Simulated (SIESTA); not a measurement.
The system is Mg3Te.

```
Te Mg
1.0
    -2.13936    2.13936    5.28249
     2.13936   -2.13936    5.28249
     2.13936    2.13936   -5.28249
Te Mg
1 3
Direct
  0.00000 0.00000 0.00000
  0.25000 0.75000 0.50000
  0.75000 0.25000 0.50000
  0.50000 0.50000 0.00000
```

The cell comes from a database or a generator and needn't be the stable form of this composition.

| Item | Value |
| --- | --- |
| Program | SIESTA 5.4.2 |
| Task | single point |
| Functional | PBEsol |
| Potentials or basis | PseudoDojo 0.4 standard (PBEsol files) |
| Basis | DZP (energy shift 0.003 Ry; two zetas on semicore shells) |
| Grid cutoff | 800 Ry |
| Energy shift | 0.003 Ry |
| k mesh | 9 × 9 × 9 |
| Occupations | fermi-dirac, width 0.05 eV |
| Spin | no spin polarisation |

On this cell: pressure 0.1 GPa; largest force under 0.003 eV/Å; band gap on the k mesh none (metal or under the smearing width).

The same run follows on a disturbed copy (atoms moved at random, drawn with an rms of 0.05 Å):

```
Te Mg
1.0
    -2.13936    2.13936    5.28249
     2.13936   -2.13936    5.28249
     2.13936    2.13936   -5.28249
Te Mg
1 3
Direct
  0.00413 0.99907 0.00223
  0.24899 0.75892 0.50304
  0.75360 0.24635 0.49841
  0.49116 0.51464 0.00388
```

Problem. What changes?

Solution. The energy (extrapolated to zero smearing) moves by +3.8 meV/atom; pressure 0.2 GPa; largest force 0.261 eV/Å; band gap on the k mesh none (metal or under the smearing width).

Forces in eV/Å, atoms in the order of the input:
```
Te   0.159 -0.144  0.020
Mg  -0.118  0.068 -0.033
Mg   0.155 -0.090 -0.009
Mg  -0.199  0.168  0.017
```

Stress tensor (GPa, compression positive):
```
 0.45 -0.13 -0.12
-0.13  0.39 -0.08
-0.12 -0.08 -0.16
```

Caveats: the basis of atomic orbitals isn't converged, which shifts pressures, moduli and gaps.
